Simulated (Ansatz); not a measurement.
# In (sc type): how the settings move a single-point run

Aim: see which settings change the result for In (sc type), by how much, and at what cost.

Computed with Ansatz 0.2.0 (reference: DFT, PBEsol, all-electron LAPW, scalar-relativistic, unless a step's input says otherwise).

1 further run of the same task is left out (it didn't finish). Runs told in other sessions of the task aren't counted.

### 1 The starting structure

Symmetry: Pm-3m, No. 221, cubic system. The conventional cell has a = 2.219 Å, b = 2.219 Å, c = 2.219 Å, α = 90.00°, β = 90.00°, γ = 90.00°. In (site symmetry m-3m) has 6 In at 2.22 Å in its first shell of neighbours.

Structure file:

```cif
data_structure
_symmetry_space_group_name_H-M 'P 1'
_symmetry_Int_Tables_number 1
_cell_length_a 2.2194
_cell_length_b 2.2194
_cell_length_c 2.2194
_cell_angle_alpha 90.000
_cell_angle_beta 90.000
_cell_angle_gamma 90.000
_cell_volume 10.93
loop_
_atom_site_label
_atom_site_type_symbol
_atom_site_fract_x
_atom_site_fract_y
_atom_site_fract_z
_atom_site_occupancy
In1 In 0.00000 0.00000 0.00000 1
```

### 2 The reference run

input.yaml

```yaml
crystal:
  lattice:
    - [2.2194226976, 0.0, 0.0]
    - [0.0, 2.2194226976, 0.0]
    - [0.0, 0.0, 2.2194226976]
  atoms:
    - { symbol: In, position: [0.0, 0.0, 0.0] }
kpoints:
  mp_grid: { grid: [14, 14, 14] }
  band_path:
    path:
      - [0.0, 0.0, 0.0]
      - [0.0, 0.5, 0.0]
      - [0.5, 0.5, 0.0]
      - [0.0, 0.0, 0.0]
      - [0.5, 0.5, 0.5]
      - [0.0, 0.5, 0.0]
      - [0.5, 0.5, 0.5]
      - [0.5, 0.5, 0.0]
    npoints: 8
scf:
  occupations: { method: fermi_dirac, width: 0.05 }
hamiltonian:
  xc: pbesol
  pseudopotentials: { kind: all_electron, lapw: { basis_error: 0.001 } }
output:
  forces: true
  stress: true
  eigenvalues: true
  populations: true
  dos: { projected: true, de: 0.2, e_range: [-14, 8] }
```

Started as:

```console
> ansatz run input.yaml --threads 1 --pin off --max-ram 2048MiB --backend cpu --events-out ev --progress --plain --runs-dir out
```

### 3 Variant: occupations.method methfessel_paxton, occupations.width 0.01, lower_state_search off

Edit input.yaml of step 2 so:

```diff
@@ -21,3 +21,4 @@
 scf:
-  occupations: { method: fermi_dirac, width: 0.05 }
+  occupations: { method: methfessel_paxton, width: 0.01 }
+  lower_state_search: "off"
 hamiltonian:
@@ -30,2 +31 @@
   populations: true
-  dos: { projected: true, de: 0.2, e_range: [-14, 8] }
```

**Question.** What will these runs give? Wanted: for each run, ending; energy change; pressure; gap; force.

**Answer**, as computed:

```
                                                                                    run     ending        energy change  pressure (GPa)  gap (eV)  force (eV/Å)  cycles  time
                                                                              reference  converged                    0           388.3      0.00          0.00       6  26 s
1: occupations.method methfessel_paxton, occupations.width 0.01, lower_state_search off  converged  -0.1 meV/atom (σ→0)           388.4      0.00          0.00       5  24 s
```

Times don't compare one to one where runs were asked for different outputs or read a saved state (see the inputs); cycles may leave out searches for a lower state.

Residual by cycle in the longest SCF loop of each run; runs are numbered as in the table. The quantity is the density residual dr2, in eV.

```
cycle  reference    run 1
    1     0.0741   0.0733
    2     0.0173  0.00526
    3    0.00329  0.00146
    4     3.5e-5   2.3e-5
    5     1.9e-7   7.7e-8
    6    1.5e-10        -
```

Changing the smearing and search for lower states leaves the energy as it was (-0.1 meV/atom). The structure is not at rest: the sound run finds 388 GPa, so these are no properties of the relaxed crystal. 
